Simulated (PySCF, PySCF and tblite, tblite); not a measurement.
# C₆H₁₂O: conformers and averaged spectra, part 2 of 2

PySCF and tblite. Atoms count from 0.

## 6. Single-point energy, conformer 2: PBE0/def2-SVP in chloroform

What the job is given:

```
{"job": {"xc": "PBE0", "basis": "def2-SVP", "solvent": "chloroform", "kind": "sp"}, "charge": 0, "multiplicity": 1}
C      1.995126     0.171053     1.037375
O      1.862650    -0.453374    -0.215396
C      0.578383    -0.464079    -0.811433
C     -0.462790    -1.321141    -0.052185
C     -1.716791    -0.453519     0.078421
C     -1.183642     0.977240     0.074470
C     -0.075671     0.924745    -0.974412
H      3.027292     0.002116     1.340771
H      1.330449    -0.259318     1.793954
H      1.815482     1.250337     0.982371
H      0.788831    -0.898674    -1.793434
H     -0.070274    -1.579180     0.931109
H     -0.663844    -2.253073    -0.577279
H     -2.287947    -0.685468     0.976475
H     -2.364181    -0.603971    -0.786923
H     -0.773839     1.227168     1.054233
H     -1.952437     1.708615    -0.171955
H     -0.512020     0.994979    -1.971161
H      0.655420     1.724794    -0.872325
```

Output:

```text
coarse grid: 15048 points
cycle   1  E = -310.3591415887  dE =  7.413e-01  |g| = 5.569e-01  |ddm| = 4.285e+00
cycle   2  E = -310.3245665680  dE =  3.458e-02  |g| = 7.163e-01  |ddm| = 1.426e+00
cycle   3  E = -310.4259595907  dE = -1.014e-01  |g| = 6.844e-02  |ddm| = 8.604e-01
cycle   4  E = -310.4266735418  dE = -7.140e-04  |g| = 3.235e-02  |ddm| = 8.366e-02
cycle   5  E = -310.4269117736  dE = -2.382e-04  |g| = 5.635e-03  |ddm| = 3.620e-02
cycle   6  E = -310.4269186605  dE = -6.887e-06  |g| = 9.563e-04  |ddm| = 8.569e-03
final grid: 142920 points
cycle   7  E = -310.4799946593  dE = -4.402e-05  |g| = 1.150e-02  |ddm| = 4.972e-02
cycle   8  E = -310.4799700093  dE =  2.465e-05  |g| = 1.602e-02  |ddm| = 2.472e-02
cycle   9  E = -310.4800247132  dE = -5.470e-05  |g| = 1.135e-03  |ddm| = 1.468e-02
cycle  10  E = -310.4800249863  dE = -2.731e-07  |g| = 2.527e-04  |ddm| = 1.547e-03
cycle  11  E = -310.4800249989  dE = -1.261e-08  |g| = 4.585e-05  |ddm| = 3.282e-04
cycle  12  E = -310.4800249993  dE = -4.136e-10  |g| = 1.948e-05  |ddm| = 7.366e-05
converged SCF energy = -310.4800249993
```

Run time: 9.9 s. Hardware: 1 thread of Arm Neoverse V1, shared host; peak memory 0.74 GiB.

In short: HOMO -7.00 eV, LUMO 1.77 eV; dipole 1.57 D.

## 7. Couplings, conformer 1: B3LYP/6-31G*+pcJ-1

What the job is given:

```
{"job": {"xc": "B3LYP", "basis": {"default": "6-31G*", "H": "pcJ-1"}, "nuclei": ["H", "F", "P", "Si", "B"], "kind": "j"}, "charge": 0, "multiplicity": 1}
C      2.671263    -0.297961     0.272640
O      1.372002    -0.777157     0.489812
C      0.405743    -0.291492    -0.423323
C     -0.836099    -1.194880    -0.318579
C     -2.032926    -0.249402    -0.256045
C     -1.482572     0.950662     0.507418
C     -0.088875     1.135528    -0.091106
H      3.305398    -0.780158     1.014369
H      2.737775     0.789883     0.394777
H      3.026318    -0.557129    -0.733728
H      0.835895    -0.319022    -1.436703
H     -0.745783    -1.756184     0.611572
H     -0.898806    -1.901715    -1.143597
H     -2.893554    -0.703320     0.232571
H     -2.326238     0.053649    -1.262930
H     -1.401638     0.704951     1.566843
H     -2.100820     1.841291     0.401792
H     -0.146210     1.729729    -1.003988
H      0.589321     1.631977     0.601371
```

Output:

```text
coarse grid: 15048 points
cycle   1  E = -311.0418591524  dE =  7.577e-01  |g| = 6.723e-01  |ddm| = 3.492e+00
cycle   2  E = -310.9319588233  dE =  1.099e-01  |g| = 1.003e+00  |ddm| = 1.630e+00
cycle   3  E = -311.1421986174  dE = -2.102e-01  |g| = 1.026e-01  |ddm| = 1.077e+00
cycle   4  E = -311.1439447497  dE = -1.746e-03  |g| = 4.612e-02  |ddm| = 1.124e-01
cycle   5  E = -311.1444249470  dE = -4.802e-04  |g| = 7.584e-03  |ddm| = 4.500e-02
cycle   6  E = -311.1444365255  dE = -1.158e-05  |g| = 2.553e-03  |ddm| = 9.347e-03
cycle   7  E = -311.1444380623  dE = -1.537e-06  |g| = 3.133e-04  |ddm| = 2.206e-03
final grid: 142920 points
cycle   8  E = -311.0891391931  dE = -5.493e-05  |g| = 7.410e-03  |ddm| = 2.735e-02
cycle   9  E = -311.0891309258  dE =  8.267e-06  |g| = 9.462e-03  |ddm| = 1.468e-02
cycle  10  E = -311.0891532178  dE = -2.229e-05  |g| = 8.284e-04  |ddm| = 8.455e-03
cycle  11  E = -311.0891533420  dE = -1.243e-07  |g| = 3.128e-04  |ddm| = 1.001e-03
cycle  12  E = -311.0891533604  dE = -1.832e-08  |g| = 7.005e-05  |ddm| = 3.022e-04
cycle  13  E = -311.0891533613  dE = -9.222e-10  |g| = 2.249e-05  |ddm| = 7.000e-05
converged SCF energy = -311.0891533613

Indirect spin-spin couplings (Hz)
  i      j    bonds     total        FC       PSO       DSO        SD
  7 H    8 H    2    -11.701   -11.110     1.925    -2.517         -
  7 H    9 H    2    -12.061   -11.444     1.949    -2.566         -
  7 H   10 H    4     -0.800    -0.213     1.187    -1.775         -
  7 H   11 H    5     -0.302    -0.085     0.455    -0.671         -
  7 H   12 H    5     -0.391    -0.059     0.744    -1.076         -
  7 H   14 H    6     -0.332    -0.002     0.780    -1.110         -
  7 H   15 H    6     -0.175    -0.004     0.346    -0.516         -
  7 H   16 H    6     -0.325    -0.009     0.742    -1.059         -
  7 H   17 H    5     -0.226     0.200     0.942    -1.368         -
  7 H   18 H    5     -0.273    -0.063     0.373    -0.582         -
  8 H    9 H    2     -8.738    -8.236     1.806    -2.307         -
  8 H   10 H    4      0.724     0.757     0.089    -0.123         -
  8 H   11 H    5     -0.461    -0.080     0.825    -1.207         -
  8 H   12 H    5     -0.399    -0.009     0.903    -1.292         -
  8 H   13 H    6     -0.288     0.012     0.719    -1.018         -
  8 H   14 H    6     -0.223     0.007     0.575    -0.805         -
  8 H   16 H    6     -0.160     0.008     0.437    -0.605         -
  8 H   17 H    5      0.280     0.215    -0.159     0.224         -
  8 H   18 H    5      0.367    -0.438    -1.957     2.762         -
  9 H   10 H    4      0.717     0.073    -1.392     2.036         -
  9 H   11 H    5     -0.432    -0.102     0.701    -1.031         -
  9 H   13 H    6     -0.290     0.014     0.741    -1.046         -
  9 H   14 H    6     -0.194    -0.002     0.465    -0.657         -
  9 H   15 H    6     -0.282     0.029     0.728    -1.038         -
  9 H   16 H    6     -0.317    -0.016     0.744    -1.045         -
  9 H   18 H    5     -0.293    -0.097     0.416    -0.613         -
 10 H   11 H    3      5.427     6.143     1.447    -2.163         -
 10 H   12 H    3      9.106     8.835    -0.427     0.698         -
 10 H   13 H    4     -1.276    -0.738     1.241    -1.778         -
 10 H   15 H    4     -1.100    -0.495     1.299    -1.903         -
 10 H   17 H    3      9.234     8.870    -0.582     0.946         -
 10 H   18 H    3      0.510     0.955     0.974    -1.420         -
 11 H   12 H    2    -14.089   -13.820     1.726    -1.995         -
 11 H   13 H    3      8.290     8.183    -0.065     0.173         -
 11 H   14 H    3     13.389    14.241     1.738    -2.591         -
 11 H   16 H    4     -1.076    -0.537     1.209    -1.749         -
 11 H   17 H    4     -1.022    -0.408     1.377    -1.991         -
 11 H   18 H    4      0.194     0.538     0.701    -1.045         -
 12 H   13 H    3      0.196     0.533     0.759    -1.096         -
 12 H   14 H    3      8.167     8.088    -0.042     0.121         -
 12 H   15 H    4     -0.899    -0.333     1.257    -1.823         -
 12 H   16 H    4      0.848     1.384     1.313    -1.849         -
 12 H   17 H    4     -0.359    -0.025     0.711    -1.046         -
 12 H   18 H    4     -1.219    -0.600     1.382    -2.001         -
 13 H   14 H    2    -12.503   -12.150     1.884    -2.238         -
 13 H   15 H    3      6.203     6.172     0.069    -0.038         -
 13 H   16 H    3      0.509     0.817     0.684    -0.992         -
 13 H   17 H    4     -0.909    -0.357     1.229    -1.782         -
 13 H   18 H    4      1.142     1.667     1.273    -1.798         -
 14 H   15 H    3     13.135    14.041     1.817    -2.722         -
 14 H   16 H    3      6.247     6.232     0.098    -0.083         -
 14 H   18 H    4     -0.959    -0.405     1.231    -1.785         -
 15 H   16 H    2    -12.415   -12.064     1.866    -2.217         -
 15 H   17 H    3     12.641    13.499     1.736    -2.594         -
 15 H   18 H    3      8.765     8.602    -0.206     0.370         -
 16 H   17 H    3      8.151     8.054    -0.051     0.148         -
 16 H   18 H    3      0.271     0.589     0.706    -1.025         -
 17 H   18 H    2    -14.074   -13.827     1.719    -1.966         -
```

Run time: 39 s. Hardware: 1 thread of Arm Neoverse V1, shared host; peak memory 0.97 GiB.

Key values: HOMO -6.69 eV, LUMO 1.25 eV; dipole 1.03 D.

## 8. Couplings, conformer 2: B3LYP/6-31G*+pcJ-1

What the job is given:

```
{"job": {"xc": "B3LYP", "basis": {"default": "6-31G*", "H": "pcJ-1"}, "nuclei": ["H", "F", "P", "Si", "B"], "kind": "j"}, "charge": 0, "multiplicity": 1}
C      1.995126     0.171053     1.037375
O      1.862650    -0.453374    -0.215396
C      0.578383    -0.464079    -0.811433
C     -0.462790    -1.321141    -0.052185
C     -1.716791    -0.453519     0.078421
C     -1.183642     0.977240     0.074470
C     -0.075671     0.924745    -0.974412
H      3.027292     0.002116     1.340771
H      1.330449    -0.259318     1.793954
H      1.815482     1.250337     0.982371
H      0.788831    -0.898674    -1.793434
H     -0.070274    -1.579180     0.931109
H     -0.663844    -2.253073    -0.577279
H     -2.287947    -0.685468     0.976475
H     -2.364181    -0.603971    -0.786923
H     -0.773839     1.227168     1.054233
H     -1.952437     1.708615    -0.171955
H     -0.512020     0.994979    -1.971161
H      0.655420     1.724794    -0.872325
```

Output:

```text
coarse grid: 15048 points
cycle   1  E = -311.0381941475  dE =  7.513e-01  |g| = 6.678e-01  |ddm| = 3.499e+00
cycle   2  E = -310.9480594217  dE =  9.013e-02  |g| = 9.546e-01  |ddm| = 1.579e+00
cycle   3  E = -311.1369746236  dE = -1.889e-01  |g| = 1.008e-01  |ddm| = 1.022e+00
cycle   4  E = -311.1386227685  dE = -1.648e-03  |g| = 4.546e-02  |ddm| = 1.096e-01
cycle   5  E = -311.1390849686  dE = -4.622e-04  |g| = 8.194e-03  |ddm| = 4.661e-02
cycle   6  E = -311.1390991442  dE = -1.418e-05  |g| = 1.890e-03  |ddm| = 9.678e-03
cycle   7  E = -311.1390999893  dE = -8.451e-07  |g| = 3.644e-04  |ddm| = 1.846e-03
final grid: 142920 points
cycle   8  E = -311.0837404654  dE = -5.818e-05  |g| = 7.883e-03  |ddm| = 3.108e-02
cycle   9  E = -311.0837297201  dE =  1.075e-05  |g| = 1.038e-02  |ddm| = 1.590e-02
cycle  10  E = -311.0837563068  dE = -2.659e-05  |g| = 9.769e-04  |ddm| = 9.399e-03
cycle  11  E = -311.0837564777  dE = -1.709e-07  |g| = 3.556e-04  |ddm| = 1.192e-03
cycle  12  E = -311.0837565010  dE = -2.328e-08  |g| = 6.419e-05  |ddm| = 3.390e-04
cycle  13  E = -311.0837565018  dE = -7.759e-10  |g| = 2.213e-05  |ddm| = 6.998e-05
converged SCF energy = -311.0837565018

Indirect spin-spin couplings (Hz)
  i      j    bonds     total        FC       PSO       DSO        SD
  7 H    8 H    2    -12.801   -12.267     1.820    -2.354         -
  7 H    9 H    2    -12.391   -11.849     1.838    -2.380         -
  7 H   10 H    4     -0.913    -0.341     1.341    -1.913         -
  7 H   11 H    5     -0.279    -0.104     0.305    -0.480         -
  7 H   12 H    5     -0.472    -0.066     0.882    -1.288         -
  7 H   13 H    6     -0.186     0.104     0.667    -0.958         -
  7 H   14 H    6     -0.327     0.075     0.940    -1.341         -
  7 H   17 H    5     -0.602    -0.111     1.079    -1.570         -
  7 H   18 H    5     -0.307    -0.050     0.496    -0.754         -
  8 H    9 H    2     -7.936    -7.498     1.653    -2.091         -
  8 H   10 H    4     -1.408    -0.748     1.301    -1.961         -
  8 H   11 H    5      0.219    -0.815    -2.532     3.566         -
  8 H   12 H    5     -0.291    -0.067     0.526    -0.750         -
  8 H   13 H    6      0.237     0.129    -0.324     0.432         -
  8 H   14 H    6     -0.325    -0.019     0.700    -1.007         -
  8 H   15 H    6      0.696     0.092    -1.471     2.075         -
  8 H   16 H    6     -0.222     0.026     0.577    -0.826         -
  8 H   17 H    5     -0.525    -0.060     1.040    -1.505         -
  8 H   18 H    5     -0.242    -0.074     0.331    -0.500         -
  9 H   10 H    4     -1.198    -0.604     1.186    -1.780         -
  9 H   11 H    5     -0.335    -0.179     0.297    -0.453         -
  9 H   12 H    5     -0.537    -0.064     1.084    -1.557         -
  9 H   13 H    6     -0.164     0.011     0.392    -0.567         -
  9 H   14 H    6     -0.330    -0.004     0.775    -1.101         -
  9 H   15 H    6      0.685     0.035    -1.565     2.215         -
  9 H   16 H    6      0.186     0.312     0.282    -0.409         -
  9 H   17 H    5     -0.458    -0.157     0.684    -0.984         -
  9 H   18 H    5      0.339    -0.524    -2.094     2.957         -
 10 H   11 H    3      4.577     5.235     1.323    -1.981         -
 10 H   12 H    3     10.348    10.033    -0.479     0.794         -
 10 H   13 H    4     -1.284    -0.728     1.288    -1.844         -
 10 H   14 H    4     -0.262    -0.192     0.159    -0.229         -
 10 H   15 H    4     -1.146    -0.521     1.299    -1.924         -
 10 H   17 H    3     10.432    10.082    -0.525     0.874         -
 10 H   18 H    3      0.480     0.873     0.873    -1.266         -
 11 H   12 H    2    -15.367   -15.176     1.669    -1.860         -
 11 H   13 H    3      9.550     9.382    -0.215     0.382         -
 11 H   14 H    3     11.975    12.787     1.632    -2.445         -
 11 H   16 H    4     -1.251    -0.707     1.214    -1.758         -
 11 H   17 H    4     -1.033    -0.424     1.349    -1.958         -
 11 H   18 H    4      0.449     0.898     0.919    -1.368         -
 12 H   13 H    3      0.330     0.722     0.847    -1.240         -
 12 H   14 H    3     10.170    10.027    -0.178     0.320         -
 12 H   15 H    4     -1.063    -0.491     1.271    -1.843         -
 12 H   16 H    4      0.465     0.986     1.251    -1.772         -
 12 H   17 H    4     -0.275    -0.025     0.500    -0.751         -
 12 H   18 H    4     -1.275    -0.668     1.362    -1.970         -
 13 H   14 H    2    -12.906   -12.563     1.859    -2.202         -
 13 H   15 H    3      6.874     6.809    -0.018     0.083         -
 13 H   16 H    3      0.397     0.710     0.690    -1.004         -
 13 H   17 H    4     -0.780    -0.226     1.230    -1.784         -
 13 H   18 H    4      1.305     1.839     1.288    -1.822         -
 14 H   15 H    3     13.226    14.108     1.763    -2.645         -
 14 H   16 H    3      7.004     6.948     0.033     0.023         -
 14 H   18 H    4     -0.975    -0.431     1.208    -1.752         -
 15 H   16 H    2    -12.712   -12.403     1.791    -2.101         -
 15 H   17 H    3     13.705    14.564     1.733    -2.593         -
 15 H   18 H    3      7.778     7.674    -0.128     0.232         -
 16 H   17 H    3      7.869     7.783    -0.038     0.124         -
 16 H   18 H    3      0.295     0.593     0.658    -0.957         -
 17 H   18 H    2    -15.071   -14.846     1.701    -1.926         -
```

Run time: 40 s. Hardware: 1 thread of Arm Neoverse V1, shared host; peak memory 0.98 GiB.

Key values: HOMO -6.61 eV, LUMO 1.14 eV; dipole 1.22 D.

## 9. Boltzmann average: properties at KT2/pcSseg-1 in chloroform

What the job is given:

```
{"job": {"study": "conf", "smiles": "COC1CCCC1", "search": {"seed": 4237, "n_embed": 90, "ff_keep": 18, "window": 3.0, "nmax": 9, "temps": [180, 230, 298.15, 330, 400], "t_ref": 298.15, "order": 0.0005}, "level": {"nmr": {"xc": "KT2", "basis": "pcSseg-1", "solvent": "chloroform"}, "sp": {"xc": "PBE0", "basis": "def2-SVP", "solvent": "chloroform"}, "j": {"xc": "B3LYP", "basis": {"default": "6-31G*", "H": "pcJ-1"}, "nuclei": ["H", "F", "P", "Si", "B"]}}, "kind": "conf"}, "charge": 0, "multiplicity": 1}
C      2.671263    -0.297961     0.272640
O      1.372002    -0.777157     0.489812
C      0.405743    -0.291492    -0.423323
C     -0.836099    -1.194880    -0.318579
C     -2.032926    -0.249402    -0.256045
C     -1.482572     0.950662     0.507418
C     -0.088875     1.135528    -0.091106
H      3.305398    -0.780158     1.014369
H      2.737775     0.789883     0.394777
H      3.026318    -0.557129    -0.733728
H      0.835895    -0.319022    -1.436703
H     -0.745783    -1.756184     0.611572
H     -0.898806    -1.901715    -1.143597
H     -2.893554    -0.703320     0.232571
H     -2.326238     0.053649    -1.262930
H     -1.401638     0.704951     1.566843
H     -2.100820     1.841291     0.401792
H     -0.146210     1.729729    -1.003988
H      0.589321     1.631977     0.601371
```

Output:

```text
conformer  sym    E(xTB)   E(DFT)   G(298.15 K)  weight  dipole/D
    1     C1      0.000    0.000    0.000   0.9874    1.395
    2     C1      1.120    2.068    2.583   0.0126    1.571

mean shielding (ppm) by class
class atoms           180 K      230 K   298.15 K      330 K      400 K
  0 C  0            124.902    124.936    125.034    125.099    125.273
  1 O  1             272.77    272.812    272.931    273.011    273.223
  2 C  2             97.364     97.375     97.406     97.427     97.481
  3 C  3,6          149.393    149.409    149.453    149.482    149.561
  4 C  4,5          155.734    155.731     155.72    155.713    155.693
  5 H  7,8,9          28.03     28.031     28.033     28.034     28.037
  6 H  10            27.631     27.628      27.62     27.614     27.599
  7 H  11,18         29.933     29.932     29.929     29.926      29.92
  8 H  12,17         29.689      29.69     29.691     29.693     29.695
  9 H  13,15         29.909     29.909     29.909     29.908     29.908
 10 H  14,16         30.096     30.096     30.096     30.096     30.095
```

Wall time 2.5 min (1 thread of Arm Neoverse V1, shared host). This counts the runs that the step sums up.

The search (ETKDG and KDG, MMFF94s, GFN2-xTB) embedded 90 structures, kept 3 distinct ones after the force field and 2 after xTB; 2 were carried on (window 3.0 kcal/mol at the search's own energies). Energies: PBE0/def2-SVP in chloroform with D3(BJ).

The conformers at 298 K:

```tsv
no.	group	mirror pair	ΔE xTB	ΔE DFT	ΔG	weight (%)	μ (D)	C0–O1–C2–C3 (°)	A, B, C (GHz)
1	C1	yes	0.00	0.00	0.00	98.7	1.40	164	5.59, 1.82, 1.54
2	C1	yes	1.12	2.07	2.58	1.3	1.57	-67	4.33, 2.10, 1.92
```

Energies in kcal/mol. ΔG holds xTB vibrations and rotation, symmetry numbers and mirror pairs.

Weights (%) by temperature:

```tsv
no.	180 K	230 K	298 K	330 K	400 K
1	99.9	99.6	98.7	98.2	96.6
2	0.1	0.4	1.3	1.8	3.4
```

Other ways of weighting, at the same temperature:

```tsv
scheme	1	2	mean μ (D)
DFT free energy	99	1	1.40
DFT energy, symmetry counted	97	3	1.40
DFT energy alone	97	3	1.40
xTB energy, symmetry counted	87	13	1.42
xTB free energy	94	6	1.41
lowest conformer only	100	0	1.40
equal weights	50	50	1.48
conformers found from three starts alone	100	0	1.40
```

Shifts against references run at the same level ($^{1}$H TMS 31.60, $^{13}$C TMS 186.2 ppm of shielding), by class of atoms, at 298 K:

```tsv
atoms	environment	no. 1	no. 2	average	measured
C2	sp3 CH bonded to O	88.8	85.3	88.8	82.2
C0	methyl carbon bonded to O	61.3	50.0	61.2	–
C3, C6	sp3 CH2 in a ring	36.8	31.7	36.8	31.4
C4, C5	sp3 CH2 in a ring	30.5	31.7	30.5	23.1
H10	hydrogen on an sp3 CH bonded to O	3.97	4.95	3.98	–
H7, H8, H9	hydrogen on a methyl carbon bonded to O	3.57	3.37	3.57	–
H12, H17	hydrogen on an sp3 CH2 in a ring	1.91	1.73	1.91	–
H13, H15	hydrogen on an sp3 CH2 in a ring	1.70	1.73	1.70	–
H11, H18	hydrogen on an sp3 CH2 in a ring	1.67	2.09	1.68	–
H14, H16	hydrogen on an sp3 CH2 in a ring	1.51	1.54	1.51	–
O1	ether oxygen	272.8 (σ)	286.6 (σ)	272.9 (σ)	–
```

Measured: solution, not stated per compound (mostly CDCl3 or CCl4); Pretsch, Buehlmann, Badertscher, Structure Determination of Organic Compounds, 4th ed. (2009).

Couplings (Hz, B3LYP/6-31G*+pcJ-1; one pair named for each class), from conformers that hold 100 % of the weight:

```tsv
pair	bonds	no. 1	no. 2	average
H11–H12	2	-14.1	-15.2	-14.1
H13–H14	2	-12.5	-12.8	-12.5
H7–H8	2	-10.8	-11.0	-10.8
H10–H12	3	9.2	10.4	9.2
H11–H13	3	8.5	8.7	8.5
H12–H14	3	8.2	9.0	8.2
H11–H14	3	6.8	6.1	6.8
H13–H16	3	6.8	6.8	6.8
H12–H13	3	6.4	7.0	6.4
H14–H16	3	6.2	7.0	6.3
H13–H15	3	6.2	6.9	6.2
H10–H13	4	-1.2	-1.2	-1.2
H11–H17	4	-1.1	-1.1	-1.1
H11–H16	4	-1.0	-1.1	-1.0
H12–H15	4	-0.9	-0.9	-0.9
H11–H15	4	0.6	0.7	0.6
```

Effective distances for nuclear Overhauser effects, ⟨r⁻⁶⟩^(−1/6) over all pairs of two classes (Å): H13···H14 1.97; H11···H12 1.98; H10···H12 2.34; H11···H13 2.60; H12···H14 2.62; H7···H10 2.64; H10···H11 2.89; H7···H11 3.01.

## 10. What came out

This closing draws on all 2 parts.

| quantity | value |
| --- | --- |
| conformers | 2; the first in weight is no. 1 (C1), 99 % at 298 K |
| root-mean-square dipole | 1.40 D |
| averaged $^{13}$C shifts (KT2/pcSseg-1 in chloroform) | 88.8, 61.2, 36.8, 30.5 ppm |
| averaged $^{1}$H shifts (KT2/pcSseg-1 in chloroform) | 3.98, 3.57, 1.91, 1.70, 1.68, 1.51 ppm |

What this shows: At 298 K conformer 1 holds 99 % of the ensemble (100 % at 180 K, 97 % at 400 K). Against 3 measured $^{13}$C shifts the average misses by 6.4 ppm, the leading conformer alone by 6.5 ppm. Vibration is missing from the shifts, so part of that gap is not the functional's.
